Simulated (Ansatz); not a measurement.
# NbZn3: response to strain

NbZn3 is deformed so: equal xx and yy strain of +1 %. What stress and forces result, by LAPW, PAW and all-electron datasets made for the crystal?

Method: DFT PBEsol, scalar-relativistic, in Ansatz 0.2.0.

## Step 1: The system as given

Symmetry: Pm-3m, No. 221, cubic system. The conventional cell has a = 3.934 Å, b = 3.934 Å, c = 3.934 Å, α = 90.00°, β = 90.00°, γ = 90.00°. Nb (site symmetry m-3m) is surrounded by 12 Zn at 2.78 Å. Zn (site symmetry 4/mmm) has 4 Nb at 2.78 Å and 8 Zn at 2.78 Å in its first shell of neighbours.

Structure file:

```
Nb Zn
1.0
     3.93400    0.00000    0.00000
     0.00000    3.93400    0.00000
     0.00000    0.00000    3.93400
Nb Zn
1 3
Direct
  0.00000 0.00000 0.00000
  0.00000 0.50000 0.50000
  0.50000 0.00000 0.50000
  0.50000 0.50000 0.00000
```

Atoms are numbered in the order of the input: Nb1, Zn2, Zn3, Zn4.

## Step 2: The deformed structure

Space group Pm-3m before, P4/mmm after.

## Step 3: Full-potential LAPW

The input, input.yaml:

```yaml
crystal:
  lattice:
    - [3.97334, 0.0, 0.0]
    - [0.0, 3.97334, 0.0]
    - [0.0, 0.0, 3.934]
  atoms:
    - { symbol: Nb, position: [0.0, 0.0, 0.0] }
    - { symbol: Zn, position: [0.0, 0.5, 0.5] }
    - { symbol: Zn, position: [0.5, 0.0, 0.5] }
    - { symbol: Zn, position: [0.5, 0.5, 0.0] }
kpoints:
  mp_grid: { grid: [10, 10, 10] }
  band_path:
    path:
      - [0.0, 0.0, 0.0]
      - [0.0, 0.5, 0.0]
      - [0.5, 0.5, 0.0]
      - [0.0, 0.0, 0.0]
      - [0.0, 0.0, 0.5]
      - [0.0, 0.5, 0.5]
      - [0.5, 0.5, 0.5]
      - [0.0, 0.0, 0.5]
      - [0.0, 0.5, 0.0]
    npoints: 5
scf:
  occupations: { method: fermi_dirac, width: 0.05 }
hamiltonian:
  xc: pbesol
  pseudopotentials: { kind: all_electron, lapw: { basis_error: 0.001 } }
output:
  forces: true
  stress: true
  eigenvalues: true
```

Started as:

```console
ansatz run input.yaml --threads 1 --pin off --max-ram 4096MiB --backend cpu --events-out ev --progress --plain --runs-dir out
```

## Step 4: PAW with frozen cores

The input, input.yaml:

```yaml
crystal:
  lattice:
    - [3.97334, 0.0, 0.0]
    - [0.0, 3.97334, 0.0]
    - [0.0, 0.0, 3.934]
  atoms:
    - { symbol: Nb, position: [0.0, 0.0, 0.0] }
    - { symbol: Zn, position: [0.0, 0.5, 0.5] }
    - { symbol: Zn, position: [0.5, 0.0, 0.5] }
    - { symbol: Zn, position: [0.5, 0.5, 0.0] }
kpoints:
  mp_grid: { grid: [10, 10, 10] }
scf:
  occupations: { method: fermi_dirac, width: 0.05 }
hamiltonian:
  xc: pbesol
  pseudopotentials: { kind: paw }
output:
  forces: true
  stress: true
  eigenvalues: true
  efg: { contact_densities: true }
  write_density: true
  write_potential: true
  elf: true
  volumetric_format: npy
```

## Step 5: All-electron PAW on datasets made for the crystal

Changes to input.yaml since step 4:

```diff
@@ -16,3 +16,3 @@
   xc: pbesol
-  pseudopotentials: { kind: paw }
+  pseudopotentials: { kind: all_electron, datasets: crystal }
 output:
@@ -22,5 +22 @@
   efg: { contact_densities: true }
-  write_density: true
-  write_potential: true
-  elf: true
-  volumetric_format: npy
```

(Steps that only read results are left out.)

Q: Predict the outcome of this session. Wanted: pressure; largest shear or deviatoric stress.

**Answer**, as computed:

| quantity | value |
| --- | --- |
| pressure | LAPW -7.59, PAW -7.60, crystal datasets -7.59 GPa |
| largest shear or deviatoric stress (LAPW) | 0.72 GPa |

What this shows: The largest part of the stress beyond the pressure is 0.72 GPa in size, in the zz component; the atoms are carried along and not relaxed. No run of the undeformed cell stands beside it, so pressure and stress hold what the given cell had before the change, as far as its symmetry allows. PAW: stress within 0.01 GPa of LAPW. Crystal datasets: stress within 0.01 GPa of LAPW.
